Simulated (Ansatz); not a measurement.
Crystal: NaLaMnMoO6.

```
CELL_PARAMETERS angstrom
-2.72294 2.72294 3.89889
2.72294 -2.72294 3.89889
2.72294 2.72294 -3.89889
ATOMIC_POSITIONS crystal
Na 0.25000 0.75000 0.50000
La 0.75000 0.25000 0.50000
Mn 0.50000 0.50000 0.00000
Mo 0.00000 0.00000 0.00000
O 0.20766 0.29607 0.50371
O 0.29605 0.79234 0.08841
O 0.79236 0.70395 0.49629
O 0.70393 0.20764 0.91159
O 0.25194 0.25194 0.00000
O 0.74806 0.74806 0.00000
```

The cell was built by a generator and needn't be a form met in nature.

Base run:

| Quantity | Value |
| --- | --- |
| Program | Ansatz 0.2.0 |
| Functional | PBE |
| Potentials or basis | Ansatz PAW |
| Cutoff | 420 eV (not typed: the program's choice for these potentials) |
| k mesh | 7 × 7 × 7 |
| Occupations | fermi-dirac, width 0.05 eV |
| Spin | collinear spin, ferromagnetic start |
| Starting moments | [0.0, 0.0, 4.0, 1.0, 0.0, 0.0, 0.0, 0.0, 0.0, 0.0] μB |
| Hubbard terms | La f U = 2 eV, Mn d U = 2 eV, Mo d U = 2 eV |

Its results: band gap on the k mesh none (metal or under the smearing width); pressure 4.0 GPa; net moment 2.47 μB per cell; site moments Na +0.00; La -0.01; Mn +2.86; Mo -0.50; O +0.01 μB; largest force 0.378 eV/Å.

The run is repeated on the same cell with these changes: hubbard terms from La f U = 2 eV, Mn d U = 2 eV, Mo d U = 2 eV to none; hubbard projectors from ortho-atomic (the default) to none. What comes out?

Band gap on the k mesh none (metal or under the smearing width); pressure 0.3 GPa; net moment 1.96 μB per cell; site moments Na +0.00; La -0.01; Mn +2.24; Mo -0.37; O +0.01 μB; largest force 0.083 eV/Å.

Caveats: a cell with one magnetic atom can't hold antiferromagnetic order, which such compounds often take; the starting moments weren't kept; the magnetic or orbital state may not be the lowest (some runs); semilocal functionals often make such compounds metallic where correlation or magnetic order opens a gap, which also shifts bond lengths (some runs).
